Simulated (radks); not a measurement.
# Taking charge from the 5d level of Pb in fractions

What happens to E and to the 5d eigenvalue of Pb when a fraction of an electron is removed? The exact functional would give straight lines between whole numbers for a frontier level.

The numbers are computed with radks (a radial shooting solver on a logarithmic mesh, Libxc functionals) version 1 (scalar-relativistic Kohn-Sham, BLYP, spin-polarised, spherical densities, point nucleus; open shells are filled with parallel spins first), except any that are marked as measured or tabulated.

## 1. The atom as given

* element: lead (Z = 82)
* charge: 0
* electrons: 82
* configuration: [Xe] 4f14 5d(up 5, down 5) 6s2 6p2

A shell typed twice in an input gives spin up, then spin down.

## 2. Start: [Xe] 4f14 5d(up 5, down 5) 6s2 6p2

Settings of this run:

```text
Z 82
configuration [Xe] 4f14 5d5 5d5 6s2 6p2
relativity scalar-relativistic
functional b88,lyp
spin polarised
nucleus point
c 137.035999084
```

## 3. 0.125 electron removed from 5d

Settings of this run:

```text
Z 82
configuration [Xe] 4f14 5d5 5d4.875 6s2 6p2
relativity scalar-relativistic
functional b88,lyp
spin polarised
nucleus point
c 137.035999084
```

## 4. 0.25 electron removed from 5d

Settings of this run:

```text
Z 82
configuration [Xe] 4f14 5d5 5d4.75 6s2 6p2
relativity scalar-relativistic
functional b88,lyp
spin polarised
nucleus point
c 137.035999084
```

## 5. 0.375 electron removed from 5d

Settings of this run:

```text
Z 82
configuration [Xe] 4f14 5d5 5d4.625 6s2 6p2
relativity scalar-relativistic
functional b88,lyp
spin polarised
nucleus point
c 137.035999084
```

## 6. 0.5 electron removed from 5d

Settings of this run:

```text
Z 82
configuration [Xe] 4f14 5d5 5d4.5 6s2 6p2
relativity scalar-relativistic
functional b88,lyp
spin polarised
nucleus point
c 137.035999084
```

## 7. 0.625 electron removed from 5d

Settings of this run:

```text
Z 82
configuration [Xe] 4f14 5d5 5d4.375 6s2 6p2
relativity scalar-relativistic
functional b88,lyp
spin polarised
nucleus point
c 137.035999084
```

## 8. 0.75 electron removed from 5d

Settings of this run:

```text
Z 82
configuration [Xe] 4f14 5d5 5d4.25 6s2 6p2
relativity scalar-relativistic
functional b88,lyp
spin polarised
nucleus point
c 137.035999084
```

## 9. 0.875 electron removed from 5d

Settings of this run:

```text
Z 82
configuration [Xe] 4f14 5d5 5d4.125 6s2 6p2
relativity scalar-relativistic
functional b88,lyp
spin polarised
nucleus point
c 137.035999084
```

## 10. 1 electron removed from 5d

Settings of this run:

```text
Z 82
configuration [Xe] 4f14 5d5 5d4 6s2 6p2
relativity scalar-relativistic
functional b88,lyp
spin polarised
nucleus point
c 137.035999084
```

**Question.** What will these runs give? Wanted: for each run, removed; E − E(0); eigenvalue; E minus straight line.

The runs gave:

```csv
removed (e),E − E(0) (eV),eigenvalue (eV),E minus straight line (eV)
0,0.000,-20.720,0.000
0.125,2.675,-22.097,-0.640
0.25,5.524,-23.513,-1.105
0.375,8.553,-24.963,-1.390
0.5,11.765,-26.445,-1.493
0.625,15.164,-27.956,-1.409
0.75,18.753,-29.495,-1.134
0.875,22.536,-31.059,-0.666
1,26.516,-32.647,0.000
```

What this shows: Removing the whole electron costs 26.516 eV, against 20.720 eV from minus the starting eigenvalue. Slater's transition state, half an electron removed, gives 26.445 eV. The trapezoid integral of minus the eigenvalue gives 26.526 eV over the range, against 26.516 eV from the energies (Janak's theorem; approximate here, since the scalar-relativistic density holds large components alone). The eigenvalue moves by 11.9 eV per electron. E bends below the straight line by 1.49 eV at 0.5 electron removed.
